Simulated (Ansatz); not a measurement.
# Cl2H2S2Ti: the cost of one run

The runs use Ansatz 0.2.0, Gaussian basis; functionals in def2-TZVPP, the program's frozen cores in correlated methods.

Plan: PBE-D4, r2SCAN-D4, PBE0-D4, B3LYP-D4, ωB97X-V, ωB97M-V, B2PLYP; CCSD(T)/def2-TZVPP; MP2/def2-QZVPP; extrapolation to the limit.

### Step 1. The relaxed structure

An earlier PBE0-D4 in a triple-zeta def2 set relaxation fixed the geometry.

SMILES `[SH][Ti]([SH])([Cl])[Cl]`, 7 atoms, charge 0, spin multiplicity 1.

Atoms are counted from 1 here; the program's logs count them from 0.

Bond lengths: S1–Ti2 2.264 Å, S1–H6 1.349 Å, Ti2–S3 2.264 Å, Ti2–Cl4 2.172 Å, Ti2–Cl5 2.172 Å, S3–H7 1.349 Å. Angles: Ti2–S1–H6 90.6°, S1–Ti2–S3 108.4°, S1–Ti2–Cl4 112.2°, S1–Ti2–Cl5 104.3°, S3–Ti2–Cl4 104.3°, S3–Ti2–Cl5 112.2°, Cl4–Ti2–Cl5 115.4°, Ti2–S3–H7 90.6°.

### Step 2. PBE-D4 (GGA)

The input, in.yaml:

```yaml
crystal:
  periodic: [false, false, false]
  atoms:
    - {symbol: S, position_ang: [-1.622645, 0.340640, 1.063775]}
    - {symbol: Ti, position_ang: [0.259361, 0.523201, -0.181147]}
    - {symbol: S, position_ang: [1.016406, -1.559925, -0.642010]}
    - {symbol: Cl, position_ang: [-0.127583, 1.397581, -2.131443]}
    - {symbol: Cl, position_ang: [1.632700, 1.636040, 1.081166]}
    - {symbol: H, position_ang: [-2.173633, -0.471219, 0.137726]}
    - {symbol: H, position_ang: [1.015395, -1.866318, 0.671932]}
basis:
  gaussian: {orbitals: def2-TZVPP}
hamiltonian: {xc: pbe, dispersion: d4}
output: {forces: true, orbitals: {seedname: orbitals}}
```

Started as:

```sh
$ ansatz run in.yaml --threads 2 --pin off --events-out ev --progress --plain --max-ram 32768MiB --backend cpu
```

What time and memory should one allow on 2 threads of AMD EPYC 7R13, shared host?

About 6 s, with a peak of 0.49 GiB.
